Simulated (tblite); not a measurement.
# C5H11AlO: the cost of one run

Computed with tblite 0.8.0 and PySCF 2.14.0, with density-fitted response routines of our own, on a single molecule in the gas phase. Atoms are numbered from 0 throughout.

## 1. The starting structure

18 atoms, charge 0, multiplicity 1; geometry from: force field or distance geometry start.

Bonds of the start (Å): C0–C1 1.33, C1–C2 1.51, C2–C3 1.53, C2–C4 1.52, C2–O5 1.37, O5–Al6 1.84, C0–H7 1.11, C0–H8 1.10, C1–H9 1.12, C3–H10 1.10, C3–H11 1.10, C3–H12 1.14, C4–H13 1.11, C4–H14 1.11, C4–H15 1.11, Al6–H16 1.60, Al6–H17 1.62.

## 2. Geometry optimisation with GFN2-xTB

What the job is given:

```
{"job": {"kind": "relax", "xc": "GFN2-xTB", "basis": "xTB"}, "charge": 0, "multiplicity": 1}
C      0.342200     2.081800    -0.259100
C     -0.325100     1.030600     0.210200
C     -0.355500    -0.284200    -0.523700
C     -1.681000    -0.307900    -1.287000
C     -0.427500    -1.456400     0.441700
O      0.720100    -0.332300    -1.365000
Al     2.343400    -0.231000    -0.507800
H      0.364800     3.042300     0.304000
H      0.871400     2.038300    -1.219200
H     -0.856400     1.078900     1.191300
H     -1.471300    -0.788000    -2.255500
H     -2.117000     0.699400    -1.351000
H     -2.420800    -0.923300    -0.672400
H      0.481300    -1.510000     1.068700
H     -0.542100    -2.348800    -0.201400
H     -1.335700    -1.407000     1.085400
H      3.117200     1.172700    -0.570700
H      3.283300    -1.548700    -0.629600
```

Launch:

```bash
OMP_NUM_THREADS=1 python probes_run.py task.json out
```

This one command runs all jobs of the session in turn.

Q: Estimate the wall time of this first job on 1 thread of Arm Neoverse N1, shared host.

About 1.3 s.
